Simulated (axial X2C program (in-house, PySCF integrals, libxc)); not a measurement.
**A two-component session on SbBr⁻: properties at the nuclei**

Wanted for SbBr⁻: properties at the nuclei, at the two-component level.

Computed with an in-house X2C program for linear molecules on PySCF integrals. Level: two-component X2C with atomic mean-field terms, Sb dyall-acv3z, Br dyall-acv3z.

All values are calculated.

**1. Set-up**

Input file task.json:

```json
{"zs": [51, 35], "q": -1, "bas": ["dyall-acv3z", "dyall-acv3z"], "r0": 2.54, "levels": ["PBE0", "HF", "PBE50", "BP86", "LDA"], "nst": 3}
```

Keys: zs atomic numbers; q charge; bas basis sets; r0 starting distance in Å; levels methods (HF also brings MP2); nst determinants followed.

The run is started by

```bash
> python soeom.py task.json out
```

Further steps of the session: Expectation values, lowest determinant; Expectation values, a higher determinant; Expectation values, a higher determinant.

**Question.** What will these runs give? Wanted: lowest determinant; Eeff magnitude; Ws magnitude Sb; A∥/gI Sb; qzz Sb; higher determinant (for each run or level that gives them).

The runs gave:

| quantity | value |
| --- | --- |
| lowest determinant | Ω = 3/2 (excess of +ω over −ω: ω = 3/2) |
| Eeff magnitude (GV/cm), PBE0 | 2.04 |
| Ws magnitude Sb (kHz), PBE0 | 0.747 |
| A∥/gI Sb (MHz), PBE0 | 337 |
| qzz Sb (a.u.), PBE0 | 8.27 |
| higher determinant | Ω = 1/2 (excess of +ω over −ω: ω = 1/2) |
| Eeff magnitude (GV/cm), PBE0, higher determinant | 1.83 |
| Ws magnitude Sb (kHz), PBE0, higher determinant | 2.01 |
| A∥/gI Sb (MHz), PBE0, higher determinant | 3010 |
| qzz Sb (a.u.), PBE0, higher determinant | 7.89 |
| higher determinant | Ω = 1/2 (excess of +ω over −ω: 2 × ω = -1/2, ω = 3/2) |
| Eeff magnitude (GV/cm), PBE0, higher determinant | 7.49 |
| Ws magnitude Sb (kHz), PBE0, higher determinant | 11.7 |
| A∥/gI Sb (MHz), PBE0, higher determinant | -3420 |
| qzz Sb (a.u.), PBE0, higher determinant | -0.52 |

**Reading.** In the first state, the effective field runs from 1.18 to 12 GV/cm over the mean-field levels, so the levels don't agree on it. The expectation values come from single determinants, which for open shells can mix terms of unlike spin or miss the lowest Ω, so a determinant need not be a state. Eeff is the effective electric field on the electron dipole moment in this Ω state and Ws the scalar–pseudoscalar constant (defined with the proton number Z and per Ω); A∥ is the parallel hyperfine constant, which follows by multiplying with the nuclear g factor gI = μI/(I μN); qzz is the electric field gradient, eQq0 = 234.96 MHz × Q/barn × qzz. The operators were transformed with the bare-nucleus X2C matrices.
